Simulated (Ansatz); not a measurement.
**The tellurium atom (triplet): the correlation ladder, def2-TZVPP**

How much of the correlation energy of the tellurium atom (triplet) does each wave-function method recover here?

Method: def2-TZVPP, core rule «outside noble gas», up to 9 orbitals frozen; program: Ansatz 0.2.0, Gaussian basis.

To be run: CCSD(T) on UHF; BCCD(T) on ROHF; CISD; CCSDT(Q) on ROHF; CCSDT(Q) on UHF; CASSCF and MRCISD+Q, 6 electrons in 4 orbitals; CASSCF and MRCISD+Q(relaxed), 6 electrons in 4 orbitals; CASSCF and NEVPT4(SD), 6 electrons in 4 orbitals; CASSCF and NEVPT2, 6 electrons in 4 orbitals; Full CI.

1 further run of the same task is left out (set aside as unsound or not needed).

## (1) The atom

A free atom, in its lowest state of this spin that the program finds. No spin-orbit coupling is included. Elements past krypton take def2 core potentials.

1 atom, charge 0, spin multiplicity 3.

## (2) CCSD(T) on UHF

Contents of in.yaml:

```yaml
crystal:
  periodic: [false, false, false]
  atoms:
    - {symbol: Te, position_ang: [0.000000, 0.000000, 0.000000]}
basis:
  gaussian: {orbitals: def2-TZVPP}
magnetization: {spin_polarized: true, initial_magnetization: 2}
correlation: {method: ccsd_t, electrons: outside_noble_gas}
```

Started as:

```bash
ansatz run in.yaml --threads 1 --pin off --events-out ev --progress --plain --max-ram 3916MiB
```

The runs that follow: BCCD(T) on ROHF; CISD; CCSDT(Q) on ROHF; CCSDT(Q) on UHF; CASSCF and MRCISD+Q, 6 electrons in 4 orbitals; CASSCF and MRCISD+Q(relaxed), 6 electrons in 4 orbitals; CASSCF and NEVPT4(SD), 6 electrons in 4 orbitals; CASSCF and NEVPT2, 6 electrons in 4 orbitals; Full CI.

Q: Predict the results of all the runs planned. Wanted: FCI below the UHF energy; UMP2 from FCI; UCCSD(T) from FCI; UCCSDT(Q) from FCI; NEVPT2 valence from FCI; NEVPT4(SD) valence from FCI; MRCISD+Q valence from FCI; effectively unpaired electrons.

As calculated:

```
                         quantity                                                                              value
         FCI below the UHF energy                                                                         -2.8616 eV
                    UMP2 from FCI                                                                    +12.87 kcal/mol
                UCCSD(T) from FCI                                                                     +0.04 kcal/mol
               UCCSDT(Q) from FCI                                                                     -0.37 kcal/mol
          NEVPT2 valence from FCI                                                                    +16.84 kcal/mol
      NEVPT4(SD) valence from FCI                                                                     +1.97 kcal/mol
        MRCISD+Q valence from FCI                                                                     +0.32 kcal/mol
levels within 1 kcal/mol (43 meV)  UCCSD(T), BCCD(T), UCCSDT, UCCSDT(Q), MRCISD+Q valence, MRCISD+Q(relaxed) valence
   effectively unpaired electrons                                                                               2.03
```

In words: UCCSD(T) lands +0.04 kcal/mol from the yardstick (0.1 % of the correlation energy). UCCSDT, UCCSDT(Q) fall below full CI: unrestricted runs freeze a spin-polarised core, another one than full CI's, and coupled cluster isn't variational. One determinant dominates. Of the multireference levels listed MRCISD+Q valence comes nearest in total energy (+0.32 kcal/mol), which doesn't show that its space is the better one. These misses are within one basis, not against nature; the frozen cores of restricted and unrestricted runs differ, which can shift their rows.
